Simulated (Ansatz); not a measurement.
# CH2Ga+ (quintet): from Hartree-Fock to the top rungs, cc-pVTZ

How much of the correlation energy of CH2Ga+ (quintet) does each wave-function method recover here?

Program: Ansatz 0.2.0, Gaussian basis. Level of theory: cc-pVTZ, core rule «outside noble gas», up to 15 orbitals frozen. These are calculated values, not measurements.

The runs, in order: UHF; CCSD(T) on ROHF; CCSD(T) on UHF; BCCD(T) on ROHF; CCSDT(Q) on ROHF; CCSDT(Q) on UHF; CASSCF and MRCISD+Q, 8 electrons in 10 orbitals; CASSCF and NEVPT2, 8 electrons in 10 orbitals.

8 further runs of the same task are left out: 3 for a known fault of the program, 5 set aside as unsound or not needed.

## 1. The system

The geometry is a PBE0/def2-TZVP stationary point (not a proven minimum) of the parent state, kept for this charge and spin. No spin-orbit coupling is included. The filled d shell of Ga may be among the frozen orbitals whatever the setting's name suggests; the logs give the count.

4 atoms, charge 1, spin multiplicity 5.

Atoms are counted from 1 here; the program's logs count them from 0.

Bond lengths: C1–Ga2 1.951 Å, Ga2–H3 1.561 Å, Ga2–H4 1.561 Å. Angles: C1–Ga2–H3 115.9°, C1–Ga2–H4 115.9°, H3–Ga2–H4 128.2°.

## 2. UHF

Input file in.yaml:

```yaml
crystal:
  periodic: [false, false, false]
  atoms:
    - {symbol: C, position_ang: [0.000000, 0.000000, 1.687532]}
    - {symbol: Ga, position_ang: [0.000000, 0.000000, -0.263371]}
    - {symbol: H, position_ang: [0.000000, -1.404653, -0.945221]}
    - {symbol: H, position_ang: [0.000000, 1.404653, -0.945221]}
basis:
  gaussian: {orbitals: cc-pVTZ}
total_charge: 1
magnetization: {spin_polarized: true, initial_magnetization: 4}
hamiltonian: {xc: hf}
output: {orbitals: {seedname: orbitals}}
```

The run is started by

```
$ ansatz run in.yaml --threads 1 --pin off --events-out ev --progress --plain --max-ram 2560MiB --backend cpu
```

The runs that follow: CCSD(T) on ROHF; CCSD(T) on UHF; BCCD(T) on ROHF; CCSDT(Q) on ROHF; CCSDT(Q) on UHF; CASSCF and MRCISD+Q, 8 electrons in 10 orbitals; CASSCF and NEVPT2, 8 electrons in 10 orbitals.

Before running them: what should the planned runs give, taken together? Wanted: UCCSDT(Q) below the RHF energy; RMP2 from UCCSDT(Q); UMP2 from UCCSDT(Q); RCCSD from UCCSDT(Q); RCCSD(T) from UCCSDT(Q); UCCSD(T) from UCCSDT(Q); RCCSDT(Q) from UCCSDT(Q); NEVPT2 valence from UCCSDT(Q); MRCISD+Q valence from UCCSDT(Q).

**Answer**, as computed:

```
                         quantity                                                  value
   UCCSDT(Q) below the RHF energy                                             -4.7598 eV
              RMP2 from UCCSDT(Q)                                           +97.8 kJ/mol
              UMP2 from UCCSDT(Q)                                          +102.7 kJ/mol
             RCCSD from UCCSDT(Q)                                           +20.7 kJ/mol
          RCCSD(T) from UCCSDT(Q)                                            +4.8 kJ/mol
          UCCSD(T) from UCCSDT(Q)                                            +4.1 kJ/mol
         RCCSDT(Q) from UCCSDT(Q)                                            +0.9 kJ/mol
    NEVPT2 valence from UCCSDT(Q)                                           +60.2 kJ/mol
  MRCISD+Q valence from UCCSDT(Q)                                            +3.2 kJ/mol
levels within 1 kcal/mol (43 meV)  UCCSD(T), RCCSDT, UCCSDT, RCCSDT(Q), MRCISD+Q valence
                    T1 diagnostic                                                  0.039
   effectively unpaired electrons                                                   4.04
```

**Reading.** RCCSD(T) misses by +4.8 kJ/mol, 1.1 % of the correlation energy. One determinant dominates. Of the multireference levels listed MRCISD+Q valence comes nearest in total energy (+3.2 kJ/mol), which doesn't show that its space is the better one. Coupled cluster took another determinant than the lowest Hartree-Fock one. These misses are within one basis, not against nature; the frozen cores of restricted and unrestricted runs differ, which can shift their rows.
